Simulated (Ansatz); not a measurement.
**ZnHO radical (SMILES [OH][Zn]): functionals against CCSD(T) at one geometry**

One table from this session's results is given with a row withheld; the runs are named, their logs left out.

The runs use Ansatz 0.2.0, Gaussian basis; single points in def2-TZVPP.

Correlated methods freeze the cores. The 3s and 3p shells of Cu and Zn are frozen; filled d shells are correlated. Orbitals are unrestricted.

**Starting geometry**

SMILES `[OH][Zn]`, 3 atoms, charge 0, spin multiplicity 2.

Atoms are counted from 1 here; the program's logs count them from 0.

Bond lengths: O1–Zn2 1.891 Å, O1–H3 0.884 Å. Angles: Zn2–O1–H3 113.7°.

As a file:

```
O    -0.3469   -0.4335   -0.2657
Zn    1.2290    0.0155    0.6786
H    -0.8238    0.2676   -0.5143
```

The first run:

run/in.yaml

```yaml
crystal:
  periodic: [false, false, false]
  atoms:
    - {symbol: O, position_ang: [-0.346900, -0.433500, -0.265700]}
    - {symbol: Zn, position_ang: [1.229000, 0.015500, 0.678600]}
    - {symbol: H, position_ang: [-0.823800, 0.267600, -0.514300]}
basis:
  gaussian: {orbitals: def2-TZVPP}
magnetization: {spin_polarized: true, initial_magnetization: 1}
correlation: {method: ccsd_t, frozen_orbitals: {H: 0, O: 1, Zn: 9}}
scf: {omitted_lower_state_checks: [cluster_reference]}
output: {forces: true}
```

The command line of these runs was not kept.

Steps of the session up to this table: CCSD(T)/def2-TZVPP; PBE0-D4/def2-TZVPP; wB97M-V/def2-TZVPP; r2SCAN-D4/def2-TZVPP; PBE-D4/def2-TZVPP; BHLYP-D4/def2-TZVPP; wB97X-V/def2-TZVPP.

One of the session's tables, all rows but one given; the rest of the session is left out.

```
   method  RMS force component (eV/Å)  angle to CCSD(T) forces (°)  dipole (D)
  CCSD(T)                       2.663                    reference        2.26
  PBE0-D4                           ?                            ?           ?
  wB97M-V                       2.629                          1.1        2.21
r2SCAN-D4                       2.683                          1.1        2.00
   PBE-D4                       2.845                          6.0        1.82
 BHLYP-D4                       2.372                          1.0        2.45
  wB97X-V                       2.667                          0.7        2.29
```

Q: Estimate the row for PBE0-D4 from the others.

**Answer.** RMS force component (eV/Å): 2.615; angle to CCSD(T) forces (°): 1.5; dipole (D): 2.16. In the column «RMS force component (eV/Å)» it lies between BHLYP-D4 (2.372) and wB97M-V (2.629).
